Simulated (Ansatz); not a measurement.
# B14As11: the cost of one run

All numbers below are computed with Ansatz 0.2.0 (DFT PBE, scalar-relativistic, plane waves, PAW).

### 1 The structure to begin with

The cell holds 25 atoms (As11B14): a = 7.179 Å, b = 7.266 Å, c = 7.633 Å, α = 89.75°, β = 89.30°, γ = 92.49°.

14 B, 11 As were thrown into a skewed cell at random, at 1.05 times a reference volume of the solid, and pushed apart as soft spheres.

As a file:

```cif
data_structure
_symmetry_space_group_name_H-M 'P 1'
_symmetry_Int_Tables_number 1
_cell_length_a 7.1788
_cell_length_b 7.2664
_cell_length_c 7.6328
_cell_angle_alpha 89.752
_cell_angle_beta 89.301
_cell_angle_gamma 92.495
_cell_volume 397.74
loop_
_atom_site_label
_atom_site_type_symbol
_atom_site_fract_x
_atom_site_fract_y
_atom_site_fract_z
_atom_site_occupancy
B1 B 0.86008 0.84219 0.13792 1
B2 B 0.01488 0.15038 0.72750 1
B3 B 0.70523 0.16561 0.59414 1
B4 B 0.96753 0.25221 0.94589 1
B5 B 0.66493 0.05318 0.93554 1
B6 B 0.29139 0.83199 0.87815 1
B7 B 0.27170 0.60625 0.75155 1
B8 B 0.54960 0.43371 0.82883 1
B9 B 0.24378 0.44117 0.54228 1
B10 B 0.70163 0.26461 0.81194 1
B11 B 0.27008 0.77619 0.20836 1
B12 B 0.76199 0.93346 0.31931 1
B13 B 0.50447 0.73316 0.01615 1
B14 B 0.32877 0.47412 0.99856 1
As1 As 0.77920 0.70562 0.50560 1
As2 As 0.07672 0.65449 0.96173 1
As3 As 0.79199 0.47436 0.09385 1
As4 As 0.15285 0.91726 0.64745 1
As5 As 0.69427 0.29565 0.34544 1
As6 As 0.07811 0.97934 0.01320 1
As7 As 0.44395 0.13906 0.16013 1
As8 As 0.27468 0.27051 0.79536 1
As9 As 0.46899 0.80209 0.40755 1
As10 As 0.89851 0.45380 0.67158 1
As11 As 0.23532 0.14850 0.43200 1
```

### 2 Stage at 4000 K

The cutoff is lowered while the worst contacts of the packing are taken out. One k point, a Fermi-Dirac width of 0.345 eV and a fixed cell.

File input.yaml:

```yaml
crystal:
  lattice:
    - [7.176888, -0.15729, 0.045335]
    - [-0.15729, 7.26465, 0.016592]
    - [0.045335, 0.016592, 7.632613]
  atoms:
    - { symbol: B, position: [0.8600782555, 0.842194195, 0.1379180336] }
    - { symbol: B, position: [0.0148793276, 0.1503792228, 0.7275040771] }
    - { symbol: B, position: [0.7052324232, 0.1656081348, 0.5941427033] }
    - { symbol: B, position: [0.9675310781, 0.2522080852, 0.945889083] }
    - { symbol: B, position: [0.6649308838, 0.053180208, 0.9355422962] }
    - { symbol: B, position: [0.2913931313, 0.8319902927, 0.8781541204] }
    - { symbol: B, position: [0.2716959221, 0.6062515443, 0.7515534157] }
    - { symbol: B, position: [0.5496015886, 0.433712336, 0.828831815] }
    - { symbol: B, position: [0.2437840869, 0.4411730668, 0.5422775817] }
    - { symbol: B, position: [0.7016256604, 0.2646123434, 0.8119352865] }
    - { symbol: B, position: [0.2700844553, 0.7761856106, 0.2083597444] }
    - { symbol: B, position: [0.7619887531, 0.9334576037, 0.3193130506] }
    - { symbol: B, position: [0.504466279, 0.733155923, 0.0161504649] }
    - { symbol: B, position: [0.328773402, 0.4741168853, 0.9985599412] }
    - { symbol: As, position: [0.7791976119, 0.7056166102, 0.5055974489] }
    - { symbol: As, position: [0.0767157276, 0.6544932645, 0.961731176] }
    - { symbol: As, position: [0.7919942677, 0.4743616766, 0.0938525725] }
    - { symbol: As, position: [0.1528524542, 0.9172578812, 0.6474458247] }
    - { symbol: As, position: [0.6942746702, 0.2956534667, 0.3454430497] }
    - { symbol: As, position: [0.0781129351, 0.9793373015, 0.0131958742] }
    - { symbol: As, position: [0.4439547223, 0.1390594797, 0.1601318433] }
    - { symbol: As, position: [0.2746838643, 0.2705072013, 0.7953600331] }
    - { symbol: As, position: [0.4689886444, 0.8020880259, 0.4075530431] }
    - { symbol: As, position: [0.8985076534, 0.4538020975, 0.6715821923] }
    - { symbol: As, position: [0.2353240488, 0.1485030746, 0.4319965689] }
  symmetry: { detect: false }
basis:
  ecutwfc: 320
  xc_grid: 1
kpoints:
  mp_grid: { grid: [1, 1, 1], shift: [0.25, 0.25, 0.25] }
hamiltonian:
  xc: pbe
scf:
  occupations: { method: fermi_dirac, width: 0.3447 }
  lower_state_search: "off"
  convergence: { dr2_threshold: 1.0e-05 }
output:
  forces: true
  stress: true
md:
  timestep: 1.5
  n_steps: 24
  ensemble: nvt_langevin
  friction: 0.03
  temperature: 4000.0
  initial_velocities: maxwell_boltzmann
  seed: 55003
```

Run with:

```
$ ansatz run input.yaml --threads 2 --pin off --max-ram 5120MiB --backend cpu --events-out ev --progress --plain --runs-dir out
```

What time and memory should one allow on 2 threads of Arm Neoverse V1, shared host?

About 60 s, with a peak of 0.5 GiB.
